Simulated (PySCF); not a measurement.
# [Bi(NH3)]3+: forces at shaken geometries

Aim: move all atoms of relaxed [Bi(NH3)]3+ at random and read energies and forces. The structure is generated, not taken from experiment.

Computed with PySCF 2.14.0. Level: PBE0, Bi def2-SVP with ECP60, N def2-SVP, H def2-SVP; scalar-relativistic core potentials, no spin–orbit coupling.

3 further runs of the same task are left out: 2 for a known fault of the program, 1 that didn't finish. Runs told in other sessions of the task aren't counted.

### Step 1. The system as given

5 atoms, charge 3, spin multiplicity 1.

Bond lengths: Bi1–N2 2.318 Å, N2–H3 1.053 Å, N2–H4 1.053 Å, N2–H5 1.053 Å. Angles: Bi1–N2–H3 113.5°, Bi1–N2–H4 113.5°, Bi1–N2–H5 113.5°, H3–N2–H4 105.2°, H3–N2–H5 105.2°, H4–N2–H5 105.2°.

Coordinates:

```xyz
5

Bi    0.0000    0.0000   -0.1626
N     0.0000    0.0000    2.1554
H     0.9661    0.0000    2.5752
H    -0.4831    0.8367    2.5752
H    -0.4830   -0.8367    2.5752
```

Formal oxidation states: Bi +3. An earlier session relaxed this geometry at PBE0, Bi def2-SVP with ECP60, N def2-SVP, H def2-SVP (singlet, point group C3v).

Its energy there is -269.555727 Eh.

### Step 2. Atoms moved at random, σ = 0.06 Å

run.py (the lines that set the calculation)

```python
mol = gto.M(atom='''
Bi     0.03682    -0.06470    -0.23509
N     -0.02975    -0.02784     2.30538
H      0.91635     0.08807     2.45280
H     -0.48008     0.80194     2.56112
H     -0.44335    -0.79747     2.63419''',
    basis={'Bi': 'def2-SVP', 'N': 'def2-SVP', 'H': 'def2-SVP'},
    ecp={'Bi': 'def2-SVP'},
    charge=3, spin=0)
mf = dft.RKS(mol, xc='PBE0')
mf.grids.atom_grid = (50, 194)
mf = mf.density_fit()  # fitting sets: Bi def2-universal-JKFIT, N def2-universal-JKFIT, H def2-universal-JKFIT
mf.conv_tol = 1e-08; mf.max_cycle = 55
mf.kernel(dm0)  # dm0: the density of the relaxed state
```

Started as:

```sh
$ OMP_NUM_THREADS=2 python run.py
```

### Step 3. Atoms moved at random, σ = 0.15 Å

run.py (the lines that set the calculation)

```python
mol = gto.M(atom='''
Bi    -0.02921     0.04980    -0.30485
N     -0.02544     0.10541     2.22913
H      0.84408     0.09901     2.49699
H     -0.51180     0.86303     2.54487
H     -0.27763    -1.11725     2.75228''',
    basis={'Bi': 'def2-SVP', 'N': 'def2-SVP', 'H': 'def2-SVP'},
    ecp={'Bi': 'def2-SVP'},
    charge=3, spin=0)
mf = dft.RKS(mol, xc='PBE0')
mf.grids.atom_grid = (50, 194)
mf = mf.density_fit()  # fitting sets: Bi def2-universal-JKFIT, N def2-universal-JKFIT, H def2-universal-JKFIT
mf.conv_tol = 1e-08; mf.max_cycle = 55
mf.kernel(dm0)  # dm0: the density of the relaxed state
```

### Step 4. Atoms moved at random, σ = 0.03 Å

run.py (the lines that set the calculation)

```python
mol = gto.M(atom='''
Bi     0.01393    -0.00311    -0.17747
N     -0.00968    -0.01875     2.16240
H      0.93160     0.01449     2.57315
H     -0.49187     0.82477     2.59186
H     -0.44399    -0.81741     2.56847''',
    basis={'Bi': 'def2-SVP', 'N': 'def2-SVP', 'H': 'def2-SVP'},
    ecp={'Bi': 'def2-SVP'},
    charge=3, spin=0)
mf = dft.RKS(mol, xc='PBE0')
mf.grids.atom_grid = (50, 194)
mf = mf.density_fit()  # fitting sets: Bi def2-universal-JKFIT, N def2-universal-JKFIT, H def2-universal-JKFIT
mf.conv_tol = 1e-08; mf.max_cycle = 55
mf.kernel(dm0)  # dm0: the density of the relaxed state
```

**Question.** What will these runs give? Wanted: for each run, σ; energy rise; harmonic estimate −½ F·u; largest force component.

**Answer**, as computed:

| σ (Å) | energy rise (eV) | harmonic estimate −½ F·u (eV) | largest force component (eV/Å) |
| --- | --- | --- | --- |
| 0.06 | 0.869 | 0.835 | 5.93 |
| 0.15 | 1.963 | 1.826 | 8.47 |
| 0.03 | 0.086 | 0.091 | 2.35 |

Every displacement raises the energy. For a harmonic well the rise equals −½ F·u; the two differ by at most 7 % here (a move with σ = 0.15 Å), from anharmonicity, the grid and the small forces left at the relaxed point. The largest moves cost over 1 eV, far outside the harmonic range, so agreement there can come from errors that cancel between squeezed and stretched bonds. These are double-zeta-type bases without diffuse functions. Spin–orbit coupling is left out.
